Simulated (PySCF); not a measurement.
**C6H9NS: NMR shifts**

What NMR shifts should C6H9NS (`CC(C)c1cscn1`) show?

Programs: PySCF 2.14.0, with density-fitted response routines of our own. Each step states its level of theory. These are calculated values for one molecule in the gas phase, unless marked as measured. Atoms count from 0, in the outputs and in this text.

## Step 1: The molecule as given

17 atoms, charge 0, multiplicity 1; geometry from: GFN2-xTB.

Bonds of the start (Å): C0–C1 1.53, C1–C2 1.53, C1–C3 1.50, C3–C4 1.36, C4–S5 1.72, S5–C6 1.74, C6–N7 1.28, N7–C3 1.36, C0–H8 1.09, C0–H9 1.09, C0–H10 1.09, C1–H11 1.10, C2–H12 1.09, C2–H13 1.09, C2–H14 1.09, C4–H15 1.07, C6–H16 1.07.

## Step 2: NMR shieldings: PBE0/pcSseg-1

Job settings and geometry (Å):

```
{"job": {"kind": "nmr", "xc": "PBE0", "basis": "pcSseg-1"}, "charge": 0, "multiplicity": 1}
C     -1.625660     0.186362     1.125067
C     -0.817214     0.185344    -0.173279
C     -1.015369    -1.127880    -0.931710
C      0.636074     0.366597     0.142449
C      1.429825     1.391033    -0.274784
S      3.034864     1.206987     0.318525
C      2.507441    -0.255545     1.093859
N      1.276640    -0.550995     0.917255
H     -2.681787     0.041170     0.910741
H     -1.281851    -0.617258     1.771127
H     -1.503906     1.130998     1.650982
H     -1.140820     1.021041    -0.803158
H     -0.459831    -1.117049    -1.867029
H     -0.658792    -1.957423    -0.326664
H     -2.069123    -1.277675    -1.154409
H      1.171077     2.230526    -0.887193
H      3.191435    -0.844203     1.671588
```

Level: GIAO PBE0/pcSseg-1 NMR shielding, non-relativistic, gas phase.

Predict these results of the whole session: 13C shifts against TMS (PBE0/pcSseg-1, means over atoms taken as alike); 1H shifts against TMS (PBE0/pcSseg-1, means over atoms taken as alike); 33S shifts against CS2 (PBE0/pcSseg-1); 15N shifts against NH3 (PBE0/pcSseg-1).

**Answer**, as computed:

```
                                                               quantity                                value
13C shifts against TMS (PBE0/pcSseg-1, means over atoms taken as alike)  167.8, 157.3, 120.3, 36.3, 25.5 ppm
 1H shifts against TMS (PBE0/pcSseg-1, means over atoms taken as alike)           8.35, 6.81, 2.98, 1.45 ppm
                                 33S shifts against CS2 (PBE0/pcSseg-1)                              270 ppm
                                 15N shifts against NH3 (PBE0/pcSseg-1)                            355.1 ppm
```

At PBE0/pcSseg-1: Shielding is most anisotropic at N7 (span 623 ppm, paramagnetic term -416 ppm). NICS(1)zz of -28 ppm above the planar ring from C3 marks a diatropic (aromatic) ring current.
